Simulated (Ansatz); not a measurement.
**C₁₂H₁₀F₂Si: a ladder of functionals and wavefunction methods**

The task here is to estimate one member of a computed series from the others.

Computed with Ansatz 0.2.0, Gaussian basis. Level: functionals in def2-TZVPP, the program's frozen cores in correlated methods.

Levels to be run: LDA (SPW92), PBE-D4, revPBE-D4, BLYP-D4, r2SCAN-D4, B97M-V, PBE0-D4, B3LYP-D4, r2SCANh-D4, r2SCAN0-D4, HSE06-D4, BHLYP-D4, CAM-B3LYP-D4, LC-ωPBE, ωB97X-V, ωB97M-V, B2PLYP, PBE-QIDH; CCSD(T)/def2-SVP; CCSD(T)/def2-TZVPP; MP2/def2-QZVPP; extrapolation to the limit; RPA on PBE.

**Structure used throughout**

All runs share one geometry, relaxed beforehand with PBE0-D4 in a triple-zeta def2 set.

SMILES `F[Si](F)(c1ccccc1)c1ccccc1`, 25 atoms, charge 0, spin multiplicity 1.

Atoms are counted from 1 here; the program's logs count them from 0.

Bond lengths: F1–Si2 1.594 Å, Si2–F3 1.594 Å, Si2–C4 1.846 Å, Si2–C10 1.846 Å, C4–C5 1.397 Å, C4–C9 1.396 Å, C5–C6 1.385 Å, C5–H16 1.086 Å, C6–C7 1.388 Å, C6–H17 1.084 Å, C7–C8 1.387 Å, C7–H18 1.084 Å, C8–C9 1.386 Å, C8–H19 1.084 Å, C9–H20 1.085 Å, C10–C11 1.396 Å, C10–C15 1.397 Å, C11–C12 1.386 Å and more. Angles: F1–Si2–F3 105.2°, F1–Si2–C4 107.5°, F1–Si2–C10 111.3°, F3–Si2–C4 111.3°, F3–Si2–C10 107.5°, C4–Si2–C10 113.8°, Si2–C4–C5 120.2°, Si2–C4–C9 121.3°, C5–C4–C9 118.5°, C4–C5–C6 120.8°, C4–C5–H16 119.9°, C6–C5–H16 119.3°, C5–C6–C7 119.9°, C5–C6–H17 120.0°, C7–C6–H17 120.1°, C6–C7–C8 120.1°, C6–C7–H18 120.0°, C8–C7–H18 120.0° and more.

As a file:

```csv
atom,x (Å),y (Å),z (Å)
F1,1.7863,-1.5992,1.5588
Si2,0.9075,-1.2866,0.2660
F3,1.1320,-2.5320,-0.7035
C4,-0.8535,-1.1674,0.8084
C5,-1.8105,-0.5948,-0.0330
C6,-3.1381,-0.5120,0.3545
C7,-3.5276,-0.9981,1.5943
C8,-2.5895,-1.5651,2.4445
C9,-1.2622,-1.6485,2.0539
C10,1.5188,0.2176,-0.6133
C11,2.3413,0.1158,-1.7371
C12,2.8046,1.2526,-2.3808
C13,2.4509,2.5084,-1.9097
C14,1.6316,2.6277,-0.7963
C15,1.1683,1.4901,-0.1556
H16,-1.5142,-0.2021,-1.0008
H17,-3.8699,-0.0658,-0.3091
H18,-4.5657,-0.9321,1.9001
H19,-2.8930,-1.9415,3.4147
H20,-0.5330,-2.0881,2.7259
H21,2.6174,-0.8630,-2.1142
H22,3.4417,1.1592,-3.2529
H23,2.8125,3.3977,-2.4136
H24,1.3519,3.6087,-0.4293
H25,0.5192,1.5942,0.7086
```

The first run:

in.yaml

```yaml
crystal:
  periodic: [false, false, false]
  atoms:
    - {symbol: F, position_ang: [1.786268, -1.599169, 1.558780]}
    - {symbol: Si, position_ang: [0.907465, -1.286573, 0.265991]}
    - {symbol: F, position_ang: [1.132008, -2.531980, -0.703470]}
    - {symbol: C, position_ang: [-0.853462, -1.167358, 0.808367]}
    - {symbol: C, position_ang: [-1.810524, -0.594815, -0.032952]}
    - {symbol: C, position_ang: [-3.138119, -0.511982, 0.354501]}
    - {symbol: C, position_ang: [-3.527578, -0.998137, 1.594341]}
    - {symbol: C, position_ang: [-2.589519, -1.565087, 2.444459]}
    - {symbol: C, position_ang: [-1.262162, -1.648467, 2.053931]}
    - {symbol: C, position_ang: [1.518788, 0.217569, -0.613272]}
    - {symbol: C, position_ang: [2.341316, 0.115795, -1.737117]}
    - {symbol: C, position_ang: [2.804632, 1.252603, -2.380809]}
    - {symbol: C, position_ang: [2.450882, 2.508384, -1.909673]}
    - {symbol: C, position_ang: [1.631555, 2.627749, -0.796264]}
    - {symbol: C, position_ang: [1.168252, 1.490051, -0.155567]}
    - {symbol: H, position_ang: [-1.514156, -0.202061, -1.000826]}
    - {symbol: H, position_ang: [-3.869931, -0.065750, -0.309124]}
    - {symbol: H, position_ang: [-4.565722, -0.932051, 1.900062]}
    - {symbol: H, position_ang: [-2.893048, -1.941541, 3.414677]}
    - {symbol: H, position_ang: [-0.532987, -2.088100, 2.725938]}
    - {symbol: H, position_ang: [2.617429, -0.863041, -2.114225]}
    - {symbol: H, position_ang: [3.441705, 1.159232, -3.252928]}
    - {symbol: H, position_ang: [2.812531, 3.397680, -2.413596]}
    - {symbol: H, position_ang: [1.351948, 3.608696, -0.429338]}
    - {symbol: H, position_ang: [0.519231, 1.594151, 0.708613]}
basis:
  gaussian: {orbitals: def2-TZVPP}
hamiltonian: {xc: lda}
output: {orbitals: {seedname: orbitals}}
```

Run with:

```sh
$ ansatz run in.yaml --threads 11 --pin off --events-out ev --progress --plain --max-ram 174080MiB --backend cuda --devices 0, --max-vram 75GiB
```

Among the steps run: LDA; PBE-D4 (GGA); revPBE-D4 (GGA); BLYP-D4 (GGA); r2SCAN-D4 (meta-GGA); B97M-V (meta-GGA); PBE0-D4 (hybrid); B3LYP-D4 (hybrid); r2SCANh-D4 (hybrid); r2SCAN0-D4 (hybrid); HSE06-D4 (hybrid); BHLYP-D4 (hybrid); CAM-B3LYP-D4 (range-separated); LC-ωPBE (range-separated); ωB97X-V (range-separated); ωB97M-V (range-separated); B2PLYP (double hybrid); PBE-QIDH (double hybrid).

One of the session's tables, all rows but one given; the rest of the session is left out.

It belongs to the step «Orbital energies across the functionals». 

```
  functional  HOMO (eV)  gap (eV)
 LDA (SPW92)      -6.79      4.67
      PBE-D4      -6.56      4.72
   revPBE-D4      -6.48      4.74
     BLYP-D4      -6.35      4.69
   r2SCAN-D4      -6.74      5.05
      B97M-V      -6.68      5.06
     PBE0-D4      -7.54      6.56
    B3LYP-D4      -7.31      6.17
  r2SCANh-D4      -7.11      5.74
  r2SCAN0-D4      -7.67      6.77
    HSE06-D4      -7.15      5.79
    BHLYP-D4      -8.31      8.35
CAM-B3LYP-D4      -8.74      8.84
     LC-ωPBE     -10.05     11.15
     ωB97X-V      -9.69     10.78
     ωB97M-V          ?         ?
```

**Question.** Estimate the row for ωB97M-V.

The run gave: HOMO (eV): -9.62; gap (eV): 10.62. In the column «HOMO (eV)» it lies between ωB97X-V (-9.69) and CAM-B3LYP-D4 (-8.74).
